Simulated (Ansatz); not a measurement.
**Sn: pressure against volume**

Aim: scale the cell of Sn up and down at fixed shape and fractional positions, and get the equilibrium volume and bulk modulus with PAW.

Program: Ansatz 0.2.0. Level of theory: DFT r²SCAN, scalar-relativistic. These are calculated values, not measurements.

## (1) The system as given

It takes space group I4_1/amd (No. 141, tetragonal). Conventional cell: a = 5.880 Å, b = 5.880 Å, c = 3.199 Å, α = 90.00°, β = 90.00°, γ = 90.00°. Sn (site symmetry -4m2) is surrounded by 6 Sn at 3.05 to 3.20 Å.

As a file:

```
CELL_PARAMETERS angstrom
-2.94014 2.94014 1.59930
2.94014 -2.94014 1.59930
2.94014 2.94014 -1.59930
ATOMIC_POSITIONS crystal
Sn 0.75000 0.25000 0.50000
Sn 0.00000 0.00000 0.00000
```

Structure from a Materials Project entry, not relaxed further.

Atoms are numbered in the order of the input: Sn1, Sn2.

## (2) Volume × 0.96, PAW

Input file input.yaml:

```yaml
crystal:
  lattice:
    - [-2.9004039564, 2.9004039564, 1.5776871502]
    - [2.9004039564, -2.9004039564, 1.5776871502]
    - [2.9004039564, 2.9004039564, -1.5776871502]
  atoms:
    - { symbol: Sn, position: [0.75, 0.25, 0.5] }
    - { symbol: Sn, position: [0.0, 0.0, 0.0] }
kpoints:
  mp_grid: { grid: [12, 12, 12] }
scf:
  occupations: { method: fermi_dirac, width: 0.05 }
hamiltonian:
  xc: r2scan
  pseudopotentials: { kind: paw }
output:
  forces: true
  stress: true
  eigenvalues: true
  efg: { contact_densities: true }
```

Launch:

```sh
ansatz run input.yaml --threads 1 --pin off --max-ram 2048MiB --backend cpu --events-out ev --progress --plain --runs-dir out
```

## (3) Volume × 0.98, PAW

Changes to input.yaml since step 2:

```diff
@@ -2,5 +2,5 @@
   lattice:
-    - [-2.9004039564, 2.9004039564, 1.5776871502]
-    - [2.9004039564, -2.9004039564, 1.5776871502]
-    - [2.9004039564, 2.9004039564, -1.5776871502]
+    - [-2.9204073744, 2.9204073744, 1.5885680951]
+    - [2.9204073744, -2.9204073744, 1.5885680951]
+    - [2.9204073744, 2.9204073744, -1.5885680951]
   atoms:
@@ -20 +20,5 @@
   efg: { contact_densities: true }
+  write_density: true
+  write_potential: true
+  elf: true
+  volumetric_format: npy
```

## (4) Volume × 1.02, PAW

Changes to input.yaml since step 3:

```diff
@@ -2,5 +2,5 @@
   lattice:
-    - [-2.9204073744, 2.9204073744, 1.5885680951]
-    - [2.9204073744, -2.9204073744, 1.5885680951]
-    - [2.9204073744, 2.9204073744, -1.5885680951]
+    - [-2.9596121516, 2.9596121516, 1.6098937015]
+    - [2.9596121516, -2.9596121516, 1.6098937015]
+    - [2.9596121516, 2.9596121516, -1.6098937015]
   atoms:
```

## (5) Volume × 1.04, PAW

Input file input.yaml:

```yaml
crystal:
  lattice:
    - [-2.9788309508, 2.9788309508, 1.6203478496]
    - [2.9788309508, -2.9788309508, 1.6203478496]
    - [2.9788309508, 2.9788309508, -1.6203478496]
  atoms:
    - { symbol: Sn, position: [0.75, 0.25, 0.5] }
    - { symbol: Sn, position: [0.0, 0.0, 0.0] }
kpoints:
  mp_grid: { grid: [12, 12, 12] }
scf:
  occupations: { method: fermi_dirac, width: 0.05 }
hamiltonian:
  xc: r2scan
  pseudopotentials: { kind: paw }
output:
  forces: true
  stress: true
  eigenvalues: true
  efg: { contact_densities: true }
```

(Steps that only read results are left out.)

**Question.** What will these runs give? Wanted: equilibrium volume; bulk modulus.

**Answer**, as computed:

| quantity | value |
| --- | --- |
| equilibrium volume (PAW) | 27.568 Å³/atom |
| bulk modulus (PAW) | 54 GPa |
| its pressure derivative (PAW) | 4.9 |

By PAW, the pressure vanishes at 27.57 Å³/atom (-0.3 % from the starting cell) and the bulk modulus there is 54 GPa (Birch-Murnaghan, third order). Shape and positions are held, so a fully relaxed modulus can be lower. No thermal or zero-point expansion is included.
